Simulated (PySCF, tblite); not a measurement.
# C6H17BN2: geometry, infrared bands and NMR shifts

Aim: predict the infrared bands and NMR shifts of C6H17BN2 (`C[N+]1(C)[BH2-]CC[C@@H]1CN`).

Programs: tblite 0.8.0 and PySCF 2.14.0, with density-fitted response routines of our own. Each step states its level of theory. These are calculated values for one molecule in the gas phase, unless marked as measured. Atoms are numbered from 0 throughout.

**1. The molecule as given**

26 atoms, charge 0, multiplicity 1; geometry from: force field or distance geometry start.

Bonds of the start (Å): C0–N1 1.48, N1–C2 1.49, N1–B3 1.57, B3–C4 1.59, C4–C5 1.51, C5–C6 1.53, C6–C7 1.55, C7–N8 1.46, C6–N1 1.50, C0–H9 1.10, C0–H10 1.11, C0–H11 1.13, C2–H12 1.12, C2–H13 1.12, C2–H14 1.10, B3–H15 1.18, B3–H16 1.20, C4–H17 1.12, C4–H18 1.11, C5–H19 1.12, C5–H20 1.10, C6–H21 1.12, C7–H22 1.10, C7–H23 1.12, N8–H24 1.05, N8–H25 1.04.

**2. Optimising the geometry with GFN2-xTB**

The job: settings as JSON, then the geometry in Å.

```
{"job": {"kind": "relax", "xc": "GFN2-xTB", "basis": "xTB"}, "charge": 0, "multiplicity": 1}
C     -1.166500    -1.000600    -1.074700
N     -0.909900    -0.136800     0.100800
C     -1.597200    -0.708200     1.291700
B     -1.407200     1.319100    -0.188400
C     -0.117600     2.173700    -0.555800
C      1.038100     1.198500    -0.488000
C      0.553200     0.040400     0.380800
C      1.423100    -1.232500     0.206100
N      2.764300    -1.031600     0.740600
H     -0.626900    -0.639700    -1.966200
H     -0.887700    -2.055900    -0.886900
H     -2.264900    -1.013900    -1.319000
H     -1.447900    -0.083600     2.209100
H     -2.699700    -0.762000     1.105400
H     -1.250500    -1.723700     1.513800
H     -2.203700     1.351300    -1.059700
H     -1.921900     1.803300     0.784700
H     -0.209900     2.598000    -1.584400
H      0.018700     2.999200     0.180100
H      1.945400     1.687500    -0.038000
H      1.291300     0.847700    -1.504100
H      0.691100     0.367200     1.445500
H      1.494600    -1.514200    -0.859100
H      0.940300    -2.087300     0.750800
H      3.292500    -0.418800     0.076000
H      3.237800    -1.954600     0.752300
```

Launch:

```sh
$ OMP_NUM_THREADS=1 python probes_run.py task.json out
```

One launch serves the whole session: the jobs run in the order shown.

Output:

```text
step      E/eV     max force
  0    -777.69111    2.075
  1    -777.90368    1.001
  2    -777.98950    0.542
  3    -778.04111    0.410
  4    -778.07896    0.351
  5    -778.09636    0.253
  6    -778.10847    0.187
  7    -778.11600    0.166
  8    -778.12107    0.147
  9    -778.12453    0.117
 10    -778.12679    0.092
 11    -778.12846    0.115
 12    -778.13003    0.110
 13    -778.13172    0.100
 14    -778.13375    0.126
 15    -778.13629    0.163
 16    -778.13933    0.199
 17    -778.14236    0.156
 18    -778.14490    0.103
 19    -778.14714    0.114
 20    -778.14980    0.140
 21    -778.15323    0.191
 22    -778.15682    0.171
 23    -778.15966    0.117
 24    -778.16179    0.109
 25    -778.16377    0.124
 26    -778.16576    0.108
 27    -778.16751    0.075
 28    -778.16893    0.093
 29    -778.17024    0.089
 30    -778.17167    0.099
 31    -778.17302    0.088
 32    -778.17398    0.064
 33    -778.17468    0.059
 34    -778.17538    0.069
 35    -778.17612    0.067
 36    -778.17674    0.043
 37    -778.17716    0.048
 38    -778.17752    0.043
 39    -778.17791    0.049
 40    -778.17835    0.056
 41    -778.17873    0.038
 42    -778.17906    0.042
 43    -778.17938    0.035
 44    -778.17972    0.041
 45    -778.18010    0.035
 46    -778.18050    0.040
 47    -778.18093    0.052
 48    -778.18143    0.049
 49    -778.18198    0.052
 50    -778.18252    0.043
 51    -778.18297    0.038
 52    -778.18333    0.039
 53    -778.18361    0.035
 54    -778.18386    0.036
 55    -778.18410    0.038
 56    -778.18433    0.033
 57    -778.18452    0.025
 58    -778.18468    0.023
 59    -778.18483    0.031
 60    -778.18498    0.032
 61    -778.18514    0.033
 62    -778.18532    0.031
 63    -778.18550    0.032
 64    -778.18568    0.029
 65    -778.18585    0.027
 66    -778.18602    0.028
 67    -778.18618    0.033
 68    -778.18632    0.028
 69    -778.18644    0.024
 70    -778.18656    0.030
 71    -778.18672    0.026
 72    -778.18688    0.030
 73    -778.18700    0.020
 74    -778.18709    0.018
 75    -778.18717    0.019
 76    -778.18725    0.025
 77    -778.18735    0.025
 78    -778.18744    0.018
 79    -778.18751    0.019
 80    -778.18759    0.018
 81    -778.18766    0.021
 82    -778.18773    0.016
 83    -778.18779    0.014
 84    -778.18786    0.020
 85    -778.18798    0.029
 86    -778.18818    0.040
 87    -778.18842    0.034
 88    -778.18862    0.026
 89    -778.18876    0.026
 90    -778.18889    0.028
 91    -778.18905    0.035
 92    -778.18924    0.035
 93    -778.18943    0.030
 94    -778.18961    0.025
 95    -778.18978    0.031
 96    -778.18996    0.030
 97    -778.19009    0.027
 98    -778.19023    0.024
 99    -778.19039    0.034
100    -778.19064    0.042
101    -778.19092    0.035
102    -778.19119    0.035
103    -778.19141    0.031
104    -778.19168    0.045
105    -778.19192    0.039
106    -778.19219    0.035
107    -778.19240    0.031
108    -778.19263    0.033
109    -778.19288    0.043
110    -778.19314    0.041
111    -778.19333    0.034
112    -778.19354    0.033
113    -778.19373    0.031
114    -778.19411    0.045
115    -778.19433    0.052
116    -778.19482    0.052
117    -778.19528    0.042
118    -778.19543    0.084
119    -778.19599    0.038
120    -778.19623    0.033
121    -778.19663    0.033
122    -778.19687    0.033
123    -778.19722    0.037
124    -778.19748    0.031
125    -778.19768    0.026
126    -778.19785    0.025
127    -778.19802    0.036
128    -778.19819    0.037
129    -778.19833    0.025
130    -778.19845    0.022
131    -778.19853    0.020
132    -778.19862    0.025
133    -778.19873    0.021
134    -778.19885    0.026
135    -778.19896    0.022
136    -778.19904    0.023
137    -778.19912    0.030
138    -778.19922    0.027
139    -778.19932    0.019
140    -778.19940    0.016
141    -778.19945    0.015
142    -778.19949    0.017
143    -778.19953    0.014
144    -778.19957    0.012
145    -778.19961    0.011
146    -778.19963    0.009
```

It took 2 s on 1 thread of Arm Neoverse N1, shared host; peak memory 0.18 GiB.

Relaxation path: (not every step is listed)

| step | energy from step 0 (eV) | largest force (eV/Å) |
| --- | --- | --- |
| 0 | 0.0000 | 2.0755 |
| 1 | -0.2126 | 1.0014 |
| 2 | -0.2984 | 0.5422 |
| 3 | -0.3500 | 0.4096 |
| 4 | -0.3879 | 0.3513 |
| 5 | -0.4053 | 0.2531 |
| 6 | -0.4174 | 0.1872 |
| 7 | -0.4249 | 0.1662 |
| 8 | -0.4300 | 0.1467 |
| 21 | -0.4621 | 0.1908 |
| 34 | -0.4843 | 0.0685 |
| 47 | -0.4898 | 0.0519 |
| 60 | -0.4939 | 0.0321 |
| 73 | -0.4959 | 0.0202 |
| 86 | -0.4971 | 0.0395 |
| 99 | -0.4993 | 0.0341 |
| 112 | -0.5024 | 0.0335 |
| 125 | -0.5066 | 0.0258 |
| 138 | -0.5081 | 0.0273 |
| 141 | -0.5083 | 0.0146 |
| 142 | -0.5084 | 0.0172 |
| 143 | -0.5084 | 0.0141 |
| 144 | -0.5085 | 0.0122 |
| 145 | -0.5085 | 0.0112 |
| 146 | -0.5085 | 0.0090 |

Distances of close pairs at the start and the end, largest changes first:

| bond | before (Å) | after (Å) | change (Å) |
| --- | --- | --- | --- |
| N1–B3 | 1.565 | 1.656 | +0.090 |
| B3–C4 | 1.590 | 1.633 | +0.043 |
| C0–H11 | 1.125 | 1.088 | -0.037 |
| C5–H19 | 1.125 | 1.091 | -0.034 |
| N8–H24 | 1.047 | 1.014 | -0.033 |
| C2–H12 | 1.120 | 1.087 | -0.033 |
| N1–C2 | 1.489 | 1.458 | -0.031 |
| C2–H13 | 1.119 | 1.088 | -0.031 |

The final coordinates are the input of the step that follows.

**3. Vibrational analysis with GFN2-xTB**

The job: settings as JSON, then the geometry in Å.

```
{"job": {"kind": "ir", "xc": "GFN2-xTB", "basis": "xTB"}, "charge": 0, "multiplicity": 1}
C     -1.166108    -0.833204    -1.134553
N     -0.886386    -0.142830     0.121514
C     -1.545475    -0.851755     1.211464
B     -1.413506     1.424466     0.033237
C     -0.169148     2.099119    -0.781049
C      1.019818     1.137694    -0.607309
C      0.562031     0.031890     0.351529
C      1.401147    -1.247440     0.246197
N      2.631703    -1.058432     0.998121
H     -0.682406    -0.312799    -1.954914
H     -0.824589    -1.870576    -1.105261
H     -2.239559    -0.819866    -1.311098
H     -1.315701    -0.364352     2.155659
H     -2.621910    -0.808276     1.056536
H     -1.235830    -1.898700     1.262172
H     -2.463736     1.421571    -0.526938
H     -1.493335     1.809950     1.158753
H     -0.374718     2.243317    -1.842980
H      0.085536     3.082960    -0.389166
H      1.894958     1.641384    -0.194743
H      1.320998     0.701816    -1.564607
H      0.664004     0.401357     1.375784
H      1.577021    -1.497600    -0.814650
H      0.878421    -2.090520     0.709227
H      3.164880    -0.287318     0.611325
H      3.210842    -1.889240     0.949024
```

Output:

```text
mode    cm-1     km/mol
  1      69.3      1.87
  2      86.6      1.98
  3     129.1      4.81
  4     215.7      4.98
  5     233.6      3.88
  6     254.3      0.46
  7     269.5     35.26
  8     293.9      7.15
  9     328.9      0.83
 10     350.1     11.00
 11     365.4      4.04
 12     465.8      1.22
 13     480.3      1.47
 14     529.2      2.50
 15     589.9      0.23
 16     656.2     29.62
 17     726.7     18.71
 18     805.7     12.58
 19     861.6      7.72
 20     870.0      5.52
 21     901.5     85.97
 22     933.5     38.31
 23     965.6     47.86
 24     997.4      1.09
 25    1030.3      3.38
 26    1032.0      6.11
 27    1043.6     27.20
 28    1074.4     33.85
 29    1080.8     25.73
 30    1088.6     39.75
 31    1093.9     69.71
 32    1125.3      3.99
 33    1144.9     38.76
 34    1170.0      8.02
 35    1185.5      3.88
 36    1214.1      3.81
 37    1229.8      7.33
 38    1245.6      3.83
 39    1254.7     67.33
 40    1265.2     10.14
 41    1273.2     13.30
 42    1294.4     10.95
 43    1320.5      1.91
 44    1336.5      2.31
 45    1370.8      4.93
 46    1404.2      1.88
 47    1425.8      2.45
 48    1465.2      1.81
 49    1476.0      6.66
 50    1481.2      8.36
 51    1490.2      9.72
 52    1494.8      3.25
 53    1508.9      3.88
 54    1536.0      1.49
 55    1564.2     34.35
 56    2437.4    256.57
 57    2464.7    228.50
 58    2811.8     92.36
 59    2933.2     25.71
 60    2944.2     28.47
 61    2961.9     23.07
 62    2963.2     29.18
 63    2971.7     74.80
 64    2975.4    113.82
 65    2984.2     61.51
 66    3012.9     82.41
 67    3030.2      5.62
 68    3036.1     27.59
 69    3045.6     15.39
 70    3070.0     10.60
 71    3395.7     10.96
 72    3424.8      6.00
```

It took 1.9 s on 1 thread of Arm Neoverse N1, shared host; peak memory 0.18 GiB.

Which atoms move in the most intense modes:

| cm⁻¹ | km/mol | atoms |
| --- | --- | --- |
| 902 | 86.0 | H16 12 %, H15 10 % |
| 1094 | 69.7 | H16 27 %, H15 13 % |
| 2437 | 256.6 | H16 72 %, H15 18 % |
| 2465 | 228.5 | H15 75 %, H16 21 % |
| 2812 | 92.4 | H22 92 % |
| 2972 | 74.8 | H10 87 % |
| 2975 | 113.8 | H17 62 %, H18 12 %, H20 11 % |
| 3013 | 82.4 | H18 79 %, H17 10 % |

**4. Shielding tensors: PBE0/pcSseg-1**

The job, as its differences from that of step 3:

```diff
@@ -1,2 +1,2 @@
-{"job": {"kind": "ir", "xc": "GFN2-xTB", "basis": "xTB"}, "charge": 0, "multiplicity": 1}
+{"job": {"kind": "nmr", "xc": "PBE0", "basis": "pcSseg-1"}, "charge": 0, "multiplicity": 1}
 C     -1.166108    -0.833204    -1.134553
```

With the program's defaults for keys left out, this is: GIAO PBE0/pcSseg-1 NMR shielding, non-relativistic, gas phase.

Output:

```text
coarse grid: 20272 points
cycle   1  E = -372.5700778540  dE =  1.011e+00  |g| = 5.898e-01  |ddm| = 4.319e+00
cycle   2  E = -372.5491375933  dE =  2.094e-02  |g| = 6.918e-01  |ddm| = 1.341e+00
cycle   3  E = -372.6638702152  dE = -1.147e-01  |g| = 6.725e-02  |ddm| = 7.066e-01
cycle   4  E = -372.6646660508  dE = -7.958e-04  |g| = 3.202e-02  |ddm| = 8.975e-02
cycle   5  E = -372.6649038134  dE = -2.378e-04  |g| = 8.242e-03  |ddm| = 3.754e-02
cycle   6  E = -372.6649173638  dE = -1.355e-05  |g| = 2.965e-03  |ddm| = 9.621e-03
cycle   7  E = -372.6649192093  dE = -1.846e-06  |g| = 3.351e-04  |ddm| = 2.210e-03
final grid: 191768 points
cycle   8  E = -372.7158737675  dE = -1.142e-04  |g| = 1.163e-02  |ddm| = 5.924e-02
cycle   9  E = -372.7158629288  dE =  1.084e-05  |g| = 1.346e-02  |ddm| = 2.413e-02
cycle  10  E = -372.7159089645  dE = -4.604e-05  |g| = 1.072e-03  |ddm| = 1.316e-02
cycle  11  E = -372.7159091875  dE = -2.230e-07  |g| = 4.134e-04  |ddm| = 1.257e-03
cycle  12  E = -372.7159092209  dE = -3.334e-08  |g| = 9.405e-05  |ddm| = 3.034e-04
cycle  13  E = -372.7159092224  dE = -1.512e-09  |g| = 4.072e-05  |ddm| = 1.102e-04
cycle  14  E = -372.7159092228  dE = -3.778e-10  |g| = 4.134e-06  |ddm| = 4.072e-05
converged SCF energy = -372.7159092228

GIAO shielding tensors (ppm)
atom      isotropic    diamagn.    paramagn.     s11        s22        s33       span
  0 C      144.746     249.750    -105.005    117.058    133.495    183.685     66.627
  1 N      198.221     322.153    -123.933    177.122    195.006    222.534     45.411
  2 C      137.838     247.298    -109.460    102.447    125.567    185.500     83.053
  3 B      106.446     187.981     -81.535     78.521     97.862    142.956     64.435
  4 C      178.959     249.481     -70.522    161.259    176.408    199.211     37.952
  5 C      153.154     249.737     -96.583    117.840    160.781    180.840     62.999
  6 C      113.534     251.614    -138.080     83.894    102.395    154.313     70.419
  7 C      139.813     246.935    -107.121    126.851    138.391    154.198     27.347
  8 N      233.918     312.312     -78.394    197.011    242.454    262.289     65.278
  9 H       29.178      32.529      -3.352     24.430     27.975     35.129     10.699
 10 H       30.070      32.243      -2.173     24.937     28.853     36.419     11.482
 11 H       29.360      31.027      -1.667     25.086     26.903     36.089     11.004
 12 H       29.225      30.744      -1.519     25.261     26.411     36.002     10.741
 13 H       28.778      29.792      -1.014     24.443     26.163     35.727     11.284
 14 H       29.290      31.204      -1.913     24.840     27.519     35.512     10.672
 15 H       29.338      32.084      -2.746     25.380     28.568     34.065      8.685
 16 H       29.289      32.157      -2.868     24.630     29.208     34.027      9.397
 17 H       30.881      31.282      -0.401     26.875     27.516     38.251     11.376
 18 H       30.752      30.923      -0.171     26.164     27.470     38.622     12.458
 19 H       29.268      32.201      -2.933     23.500     29.448     34.857     11.357
 20 H       30.288      33.453      -3.166     25.815     29.398     35.650      9.835
 21 H       28.892      35.210      -6.318     25.633     28.485     32.558      6.925
 22 H       28.926      32.916      -3.990     23.658     30.584     32.537      8.879
 23 H       28.733      32.465      -3.733     23.410     30.850     31.937      8.527
 24 H       31.454      31.548      -0.094     22.942     31.981     39.439     16.497
 25 H       30.889      28.676       2.213     22.843     27.460     42.363     19.520
```

Run time: 99 s. Hardware: 1 thread of Arm Neoverse N1, shared host; peak memory 1.1 GiB.

Shifts follow as δ = σ(reference) − σ, with reference shieldings (ppm) from runs at the same level and on the same kind of geometry: 1H TMS 31.72, 13C TMS 186.9, 15N NH3 267.7, 11B BF3·OEt2 100.1. The references are single molecules in the gas phase, so shifts against H2O, NH3, PH3, H3PO4 or CFCl3 are not on the usual liquid scales and can be off by tens of ppm. Atoms listed in one row are averaged.

| atoms | environment | σ (ppm) | δ (ppm) | δ scaled to CDCl3 |
| --- | --- | --- | --- | --- |
| C6 | sp3 CH bonded to N | 113.5 | 73.4 | 69.7 |
| C2 | methyl carbon bonded to N | 137.8 | 49.1 | 46.0 |
| C7 | sp3 CH2 bonded to N | 139.8 | 47.1 | 44.1 |
| C0 | methyl carbon bonded to N | 144.7 | 42.2 | 39.3 |
| C5 | sp3 CH2 in a ring | 153.2 | 33.8 | 31.0 |
| C4 | sp3 CH2 bonded to B | 179.0 | 8.0 | 5.9 |
| H23 | hydrogen on an sp3 CH2 bonded to N | 28.73 | 2.98 | 2.92 |
| H21 | hydrogen on an sp3 CH bonded to N | 28.89 | 2.82 | 2.77 |
| H22 | hydrogen on an sp3 CH2 bonded to N | 28.93 | 2.79 | 2.74 |
| H12, H13, H14 | hydrogen on a methyl carbon bonded to N | 29.10 | 2.62 | 2.57 |
| H19 | hydrogen on an sp3 CH2 in a ring | 29.27 | 2.45 | 2.41 |
| H16 | hydrogen on a boron bonded to C, N, in a 5-membered ring | 29.29 | 2.43 | – |
| H15 | hydrogen on a boron bonded to C, N, in a 5-membered ring | 29.34 | 2.38 | – |
| H9, H10, H11 | hydrogen on a methyl carbon bonded to N | 29.54 | 2.18 | 2.16 |
| H20 | hydrogen on an sp3 CH2 in a ring | 30.29 | 1.43 | 1.45 |
| H18 | hydrogen on an sp3 CH2 bonded to B | 30.75 | 0.96 | 1.02 |
| H17 | hydrogen on an sp3 CH2 bonded to B | 30.88 | 0.84 | 0.89 |
| H24, H25 | hydrogen on an amine nitrogen | 31.17 | 0.55 | – |
| N1 | donor nitrogen of a Lewis adduct | 198.2 | 69.5 | – |
| N8 | amine nitrogen | 233.9 | 33.8 | – |
| B3 | boron bonded to C, N, 2 H, in a 5-membered ring | 106.4 | -6.4 | – |

The scaled column applies a straight-line fit of computed shieldings to shifts measured in CDCl3 (root-mean-square error 0.16 ppm for H, 1.9 ppm for C).

The run also stored atomic charges by several schemes (e):

| atoms | Mulliken | IAO | Hirshfeld | ESP fit |
| --- | --- | --- | --- | --- |
| C0 | -0.07 | -0.30 | -0.05 | -0.43 |
| N1 | -0.67 | -0.02 | 0.05 | 0.06 |
| C2 | -0.06 | -0.30 | -0.05 | -0.41 |
| B3 | 0.11 | -0.22 | -0.04 | 0.07 |
| C4 | -0.39 | -0.39 | -0.15 | -0.21 |
| C5 | -0.17 | -0.26 | -0.07 | -0.26 |
| C6 | -0.15 | -0.02 | 0.03 | 0.43 |
| C7 | 0.01 | -0.15 | -0.03 | 0.04 |
| N8 | -0.45 | -0.57 | -0.24 | -1.00 |

Mayer bond orders: C0–N1 0.91, N1–C2 0.92, N1–B3 0.56, B3–C4 0.91, C4–C5 1.03, C5–C6 1.02, C6–C7 1.00, C7–N8 1.04, C6–N1 0.85.

Ring of atoms N1, B3, C4, C5, C6: NICS(0) -5.8, NICS(1) -3.5, NICS(1)zz -3.7 ppm (means of both faces).

**5. Summary of results**

```
                                                              quantity                                                                       value
                             strongest single infrared mode (GFN2-xTB)                                                       2437 cm⁻¹, 257 km/mol
                                          zero-point energy (GFN2-xTB)                                                              146.6 kcal/mol
                                13C shifts against TMS (PBE0/pcSseg-1)                                       73.4, 49.1, 47.1, 42.2, 33.8, 8.0 ppm
1H shifts against TMS (PBE0/pcSseg-1, means over atoms taken as alike)  2.98, 2.82, 2.79, 2.62, 2.45, 2.43, 2.38, 2.18, 1.43, 0.96, 0.84, 0.55 ppm
                                15N shifts against NH3 (PBE0/pcSseg-1)                                                              69.5, 33.8 ppm
                           11B shifts against BF3·OEt2 (PBE0/pcSseg-1)                                                                    -6.4 ppm
```

The optimisation took 146 steps and gained 0.509 eV; among the close pairs (by a distance rule), N1–B3 changed most, from 1.565 to 1.656 Å. All 72 modes are real, so the xTB geometry is a minimum. The strongest single mode, at 2437 cm⁻¹, moves mainly H16. GFN2-xTB is a fitted tight-binding method: band positions and strengths are rough. Its intensities can rank the bands wrongly. At PBE0/pcSseg-1: The largest span, 83 ppm, is at C2, where the paramagnetic term is -109 ppm.
